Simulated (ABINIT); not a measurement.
# P (P4_2/mmc) in ABINIT: single point with LDA-Teter

Aim: the single point of P with LDA-Teter.

All numbers are computed with ABINIT 10.8.3 (patched build); they aren't measurements. Logs are shortened: lines on timing, memory, paths and dates and some standing lists are left out, and cuts for length are marked. The log counts tension as positive stress, the text compression.

### Step 1. The cell of the first run

Symmetry: P4_2/mmc, No. 131, tetragonal system. The conventional cell has a = 3.371 Å, b = 3.371 Å, c = 6.495 Å, α = 90.00°, β = 90.00°, γ = 90.00°. Around P (site symmetry mmm) lie 4 P at 2.34 Å. P (site symmetry -4m2) has 4 P at 2.34 Å as nearest neighbours.

The cell was built by a generator and needn't be a form met in nature.

### Step 2. Single point, LDA-Teter (cell stretched)

run.abi

```
# Pseudopotentials
pp_dirpath "./"
pseudos "P.upf"

# Structure
acell 3*1.0
rprim
     6.3708682867     0.0000000000     0.0000000000
     0.0000000000     6.3708682867     0.0000000000
     0.0000000000     0.0000000000    12.2743076445
ntypat 1
znucl 15
natom 4
typat 1 1 1 1
xred
     0.5000000000     0.0000000000     0.5000000000
     0.0000000000     0.5000000000     0.0000000000
     0.0000000000     0.0000000000     0.7500000000
     0.0000000000     0.0000000000     0.2500000000
chkprim 0
chksymtnons 0
tolsym 1.0e-6

# Plane-wave basis
ecut 653.073270 eV

# k points
kptopt 1
ngkpt 6 6 3
nshiftk 1
shiftk 0.0 0.0 0.0

# Exchange and correlation
ixc 1

# Bands and occupations
nband 14
occopt 3
tsmear 0.05 eV

# SCF cycle
nstep 100
tolvrs 1.0e-10

# Output
iomode 3
prtwf 0
prteig 0
prtebands 0
enunit 1
prtden 1
prtvha 1
prtvclmb 1
prtpot 1
prtelf 1
```

Potentials or basis: PseudoDojo NC SR LDA v0.4.1 standard.

The run is started by

```
abinit run.abi > log 2>&1
```

run.abo:

```text
.Version 10.8.3 of ABINIT
 Symmetries : space group P4_2/m m c (#131); Bravais tP (primitive tetrag.)
================================================================================
 Values of the parameters that define the memory need of the present run
     intxc =       0    ionmov =       0      iscf =       7    lmnmax =       6
     lnmax =       6     mgfft =      60  mpssoang =       3    mqgrid =    3001
     natom =       4  nloc_mem =       1    nspden =       1   nspinor =       1
    nsppol =       1      nsym =      16    n1xccc =    2501    ntypat =       1
    occopt =       3   xclevel =       1
       mpw =        2820          nfft =       54000          nkpt =          20
================================================================================
================================================================================

--------------------------------------------------------------------------------
------------- Echo of variables that govern the present computation ------------
--------------------------------------------------------------------------------
 -outvars: echo values of preprocessed input variables --------
            acell      1.0000000000E+00  1.0000000000E+00  1.0000000000E+00 Bohr
              amu      3.09737620E+01
          chkprim           0
      chksymtnons           0
             ecut      2.40000000E+01 Hartree
           enunit           1
         kptrlatt        6    0    0      0    6    0      0    0    3
          kptrlen      3.68229229E+01
            natom           4
            nband          14
            ngfft          30      30      60
             nkpt          20
            nstep         100
             nsym          16
           ntypat           1
           occopt           3
        prtebands           0
           prteig           0
           prtelf           1
           prtpot           1
         prtvclmb           1
           prtvha           1
            prtwf           0
            rprim      6.3708682867E+00  0.0000000000E+00  0.0000000000E+00
                       0.0000000000E+00  6.3708682867E+00  0.0000000000E+00
                       0.0000000000E+00  0.0000000000E+00  1.2274307645E+01
          spgroup         131
           tolsym      1.00000000E-06
           tolvrs      1.00000000E-10
           tsmear      1.83746611E-03 Hartree
            typat      1  1  1  1
           xangst      1.6856591543E+00  0.0000000000E+00  3.2476419403E+00
                       0.0000000000E+00  1.6856591543E+00  0.0000000000E+00
                       0.0000000000E+00  0.0000000000E+00  4.8714629105E+00
                       0.0000000000E+00  0.0000000000E+00  1.6238209702E+00
            xcart      3.1854341433E+00  0.0000000000E+00  6.1371538223E+00
                       0.0000000000E+00  3.1854341433E+00  0.0000000000E+00
                       0.0000000000E+00  0.0000000000E+00  9.2057307334E+00
                       0.0000000000E+00  0.0000000000E+00  3.0685769111E+00
             xred      5.0000000000E-01  0.0000000000E+00  5.0000000000E-01
                       0.0000000000E+00  5.0000000000E-01  0.0000000000E+00
                       0.0000000000E+00  0.0000000000E+00  7.5000000000E-01
                       0.0000000000E+00  0.0000000000E+00  2.5000000000E-01
            znucl       15.00000

================================================================================

 chkinp: Checking input parameters for consistency.

================================================================================
== DATASET  1 ==================================================================

--- !DatasetInfo
iteration_state: {dtset: 1, }
dimensions: {natom: 4, nkpt: 20, mband: 14, nsppol: 1, nspinor: 1, nspden: 1, mpw: 2820, }
cutoff_energies: {ecut:  24.0, pawecutdg:  -1.0, }
electrons: {nelect:   2.00000000E+01, charge:   0.00000000E+00, occopt:   3.00000000E+00, tsmear:   1.83746611E-03, }
meta: {optdriver: 0, ionmov: 0, optcell: 0, iscf: 7, paral_kgb: 0, }
...

 Exchange-correlation functional for the present dataset will be:
  LDA: new Teter (4/93) with spin-polarized option - ixc=1
  S. Goedecker, M. Teter, J. Huetter, PRB 54, 1703 (1996)

 Real(R)+Recip(G) space primitive vectors, cartesian coordinates (Bohr,Bohr^-1):
 R(1)=  6.3708683  0.0000000  0.0000000  G(1)=  0.1569645  0.0000000  0.0000000
 R(2)=  0.0000000  6.3708683  0.0000000  G(2)=  0.0000000  0.1569645  0.0000000
 R(3)=  0.0000000  0.0000000 12.2743076  G(3)=  0.0000000  0.0000000  0.0814710
 Unit cell volume ucvol=  4.9818914E+02 bohr^3
 Angles (23,13,12)=  9.00000000E+01  9.00000000E+01  9.00000000E+01 degrees

 getcut: wavevector=  0.0000  0.0000  0.0000  ngfft=  30  30  60
         ecut(hartree)=     24.000   => boxcut(ratio)=   2.13527

--- Pseudopotential description ------------------------------------------------
- pspini: atom type   1  psp file is ./P.upf
[... 50 lines left out ...]
- [  0.0000000,   6.3708683,   0.0000000, ]
- [  0.0000000,   0.0000000,  12.2743076, ]
lattice_lengths: [   6.37087,    6.37087,   12.27431, ]
lattice_angles: [ 90.000,  90.000,  90.000, ] # degrees, (23, 13, 12)
lattice_volume:   4.9818914E+02
convergence: {deltae: -1.382E-12, res2:  4.125E-11, residm:  4.995E-05, diffor: null, }
etotal    :  -2.77539808E+01
entropy   :   0.00000000E+00
fermie    :   2.13756271E-01
cartesian_stress_tensor: # hartree/bohr^3
- [  2.18751491E-04,   0.00000000E+00,   0.00000000E+00, ]
- [  0.00000000E+00,   2.18751491E-04,   0.00000000E+00, ]
- [  0.00000000E+00,   0.00000000E+00,   2.14567051E-04, ]
pressure_GPa:  -6.3949E+00
xred      :
- [  5.0000E-01,   0.0000E+00,   5.0000E-01,  P]
- [  0.0000E+00,   5.0000E-01,   0.0000E+00,  P]
- [  0.0000E+00,   0.0000E+00,   7.5000E-01,  P]
- [  0.0000E+00,   0.0000E+00,   2.5000E-01,  P]
cartesian_forces: # hartree/bohr
- [ -0.00000000E+00,  -0.00000000E+00,  -0.00000000E+00, ]
- [ -0.00000000E+00,  -0.00000000E+00,  -0.00000000E+00, ]
- [ -0.00000000E+00,  -0.00000000E+00,  -0.00000000E+00, ]
- [ -0.00000000E+00,  -0.00000000E+00,  -0.00000000E+00, ]
force_length_stats: {min:   0.00000000E+00, max:   0.00000000E+00, mean:   0.00000000E+00, }
...

 Integrated electronic density in atomic spheres:
 ------------------------------------------------
 Atom  Sphere_radius  Integrated_density
    1        2.00000          2.71042071
    2        2.00000          2.71042071
    3        2.00000          2.74122943
    4        2.00000          2.74122943
================================================================================

 ----iterations are completed or convergence reached----

 Mean square residual over all n,k,spin=   34.535E-08; max=  49.952E-06
 reduced coordinates (array xred) for    4 atoms
       0.500000000000      0.000000000000      0.500000000000
       0.000000000000      0.500000000000      0.000000000000
       0.000000000000      0.000000000000      0.750000000000
       0.000000000000      0.000000000000      0.250000000000
 rms dE/dt=  0.0000E+00; max dE/dt=  0.0000E+00; dE/dt below (all hartree)
    1       0.000000000000      0.000000000000      0.000000000000
    2       0.000000000000      0.000000000000      0.000000000000
    3       0.000000000000      0.000000000000      0.000000000000
    4       0.000000000000      0.000000000000      0.000000000000

 cartesian coordinates (angstrom) at end:
    1      1.68565915434957     0.00000000000000     3.24764194033770
    2      0.00000000000000     1.68565915434957     0.00000000000000
    3      0.00000000000000     0.00000000000000     4.87146291050655
    4      0.00000000000000     0.00000000000000     1.62382097016885

 cartesian forces (hartree/bohr) at end:
    1     -0.00000000000000    -0.00000000000000    -0.00000000000000
    2     -0.00000000000000    -0.00000000000000    -0.00000000000000
    3     -0.00000000000000    -0.00000000000000    -0.00000000000000
    4     -0.00000000000000    -0.00000000000000    -0.00000000000000
 frms,max,avg= 0.0000000E+00 0.0000000E+00   0.000E+00  0.000E+00  0.000E+00 h/b

 cartesian forces (eV/Angstrom) at end:
    1     -0.00000000000000    -0.00000000000000    -0.00000000000000
    2     -0.00000000000000    -0.00000000000000    -0.00000000000000
    3     -0.00000000000000    -0.00000000000000    -0.00000000000000
    4     -0.00000000000000    -0.00000000000000    -0.00000000000000
 frms,max,avg= 0.0000000E+00 0.0000000E+00   0.000E+00  0.000E+00  0.000E+00 e/A
 length scales=  1.000000000000  1.000000000000  1.000000000000 bohr
              =  0.529177210544  0.529177210544  0.529177210544 angstroms
 Fermi (or HOMO) energy (eV) =   5.81660   Average Vxc (eV)= -10.14983
 Eigenvalues (   eV  ) for nkpt=  20  k points:
 kpt#   1, nband= 14, wtk=  0.00926, kpt=  0.0000  0.0000  0.0000 (reduced coord)
  -9.28959   -6.29015   -6.03729    1.81961    2.34522    2.34522    2.36527    5.46679
   5.46679    5.79394    5.79394    6.05059    8.33351    9.43703
 prteigrs : prtvol=0 or 1, do not print more k-points.

--- !EnergyTerms
iteration_state     : {dtset: 1, }
comment             : Components of total free energy in Hartree
kinetic             :  1.00274896460664E+01
hartree             :  2.11064658528272E+00
xc                  : -8.15463708797929E+00
Ewald energy        : -2.71819076026147E+01
psp_core            :  1.12915069623429E+00
local_psp           : -9.89028958644497E+00
non_local_psp       :  4.20675142020366E+00
internal            : -2.77527959292519E+01
'-kT*entropy'       : -1.18482164299277E-03
total_energy        : -2.77539807508949E+01
total_energy_eV     : -7.55224290076122E+02
band_energy         : -3.13480896725745E-01
...

 Cartesian components of stress tensor (hartree/bohr^3)
  sigma(1 1)=  2.18751491E-04  sigma(3 2)=  0.00000000E+00
  sigma(2 2)=  2.18751491E-04  sigma(3 1)=  0.00000000E+00
  sigma(3 3)=  2.14567051E-04  sigma(2 1)=  0.00000000E+00

-Cartesian components of stress tensor (GPa)         [Pressure= -6.3949E+00 GPa]
- sigma(1 1)=  6.43589107E+00  sigma(3 2)=  0.00000000E+00
- sigma(2 2)=  6.43589107E+00  sigma(3 1)=  0.00000000E+00
- sigma(3 3)=  6.31278060E+00  sigma(2 1)=  0.00000000E+00

== END DATASET(S) ==============================================================
================================================================================

 -outvars: echo values of variables after computation  --------
            acell      1.0000000000E+00  1.0000000000E+00  1.0000000000E+00 Bohr
           etotal     -2.7753980751E+01
            fcart     -0.0000000000E+00 -0.0000000000E+00 -0.0000000000E+00
                      -0.0000000000E+00 -0.0000000000E+00 -0.0000000000E+00
                      -0.0000000000E+00 -0.0000000000E+00 -0.0000000000E+00
                      -0.0000000000E+00 -0.0000000000E+00 -0.0000000000E+00
            rprim      6.3708682867E+00  0.0000000000E+00  0.0000000000E+00
                       0.0000000000E+00  6.3708682867E+00  0.0000000000E+00
                       0.0000000000E+00  0.0000000000E+00  1.2274307645E+01
           strten      2.1875149128E-04  2.1875149128E-04  2.1456705137E-04
                       0.0000000000E+00  0.0000000000E+00  0.0000000000E+00
           xangst      1.6856591543E+00  0.0000000000E+00  3.2476419403E+00
                       0.0000000000E+00  1.6856591543E+00  0.0000000000E+00
                       0.0000000000E+00  0.0000000000E+00  4.8714629105E+00
                       0.0000000000E+00  0.0000000000E+00  1.6238209702E+00
             xred      5.0000000000E-01  0.0000000000E+00  5.0000000000E-01
                       0.0000000000E+00  5.0000000000E-01  0.0000000000E+00
                       0.0000000000E+00  0.0000000000E+00  7.5000000000E-01
                       0.0000000000E+00  0.0000000000E+00  2.5000000000E-01
 Calculation completed.
```

Wall time 17 s (1 thread of Arm Neoverse V2, shared host); peak memory 0.07 GiB.

Results:

| Property | Result |
| --- | --- |
| Free energy | -755.2243 eV |
| Pressure | -6.4 GPa |
| Band gap on the k mesh | none (metal or under the smearing width) |
| Valence electrons inside the program's atomic spheres | P 2.71, 2.74 (radii [1.0584] Å) |
